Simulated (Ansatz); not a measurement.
# HF: the cost of one run

Program: Ansatz 0.2.0. Level of theory: DFT PBE+D3(BJ), plane waves, PAW, scalar-relativistic, no spin polarisation. These are calculated values, not measurements.

### Step 1. The system as given

The cell holds 16 atoms (F8H8): a = 6.479 Å, b = 6.479 Å, c = 6.479 Å, α = 90.00°, β = 90.00°, γ = 90.00°.

Structure file:

```xyz
16
Lattice="6.4792 0.0000 0.0000 0.0000 6.4792 0.0000 0.0000 0.0000 6.4792" Properties=species:S:1:pos:R:3 pbc="T T T"
F     4.1397    1.7845    2.6859
H     3.8109    2.0651    1.8581
F     5.4716    6.0304    1.2129
H     5.7516    5.1503    1.3517
F     1.6315    3.5207    6.2894
H     0.7873    3.1569    6.1250
F     3.5004    5.6037    5.4007
H     3.5092    4.9881    6.1029
F     1.7234    0.9570    5.3955
H     1.9910    1.5617    4.7361
F     4.6211    3.3449    4.8671
H     4.8680    2.4670    4.6659
F     0.4745    4.9351    3.6669
H     0.0796    5.3300    2.9184
F     1.9334    1.7824    2.5234
H     1.7367    2.6155    2.1501
```

### Step 2. Preparing the start

input.yaml reads:

```yaml
accuracy: low
crystal:
  lattice:
    - [6.479224, 0.0, 0.0]
    - [0.0, 6.479224, 0.0]
    - [0.0, 0.0, 6.479224]
  atoms:
    - { symbol: F, position: [0.6389174, 0.2754251, 0.4145411] }
    - { symbol: H, position: [0.5881664, 0.3187221, 0.2867719] }
    - { symbol: F, position: [0.8444885, 0.9307237, 0.1871987] }
    - { symbol: H, position: [0.887702, 0.7948976, 0.208626] }
    - { symbol: F, position: [0.2518116, 0.5433827, 0.9706987] }
    - { symbol: H, position: [0.1215066, 0.4872392, 0.9453257] }
    - { symbol: F, position: [0.5402451, 0.8648657, 0.8335391] }
    - { symbol: H, position: [0.541604, 0.7698558, 0.9419205] }
    - { symbol: F, position: [0.2659867, 0.1476979, 0.8327386] }
    - { symbol: H, position: [0.3072932, 0.2410328, 0.7309662] }
    - { symbol: F, position: [0.7132217, 0.516246, 0.7511827] }
    - { symbol: H, position: [0.7513268, 0.3807515, 0.7201264] }
    - { symbol: F, position: [0.0732341, 0.7616815, 0.5659509] }
    - { symbol: H, position: [0.0122834, 0.8226322, 0.4504291] }
    - { symbol: F, position: [0.2983957, 0.2750907, 0.3894559] }
    - { symbol: H, position: [0.2680377, 0.4036772, 0.3318437] }
basis:
  ecutwfc: 420.0
kpoints:
  mp_grid: { grid: [1, 1, 1] }
hamiltonian:
  xc: pbe
  dispersion: d3bj
scf:
  occupations: { method: fermi_dirac, width: 0.02 }
  lower_state_search: "off"
relax:
  f_tol: 0.3
  max_steps: 15
  adjacent_minimum: "off"
output:
  write_density: true
  write_potential: true
  elf: true
  volumetric_format: npy
```

Command:

```
$ ansatz run input.yaml --threads 1 --pin off --max-ram 3072MiB --backend cpu --events-out ev --progress --plain --runs-dir out
```

**Question.** How long does this run take on 1 thread of Arm Neoverse V1, shared host, and how much memory does it need?

About 20 s, with a peak of 0.34 GiB.
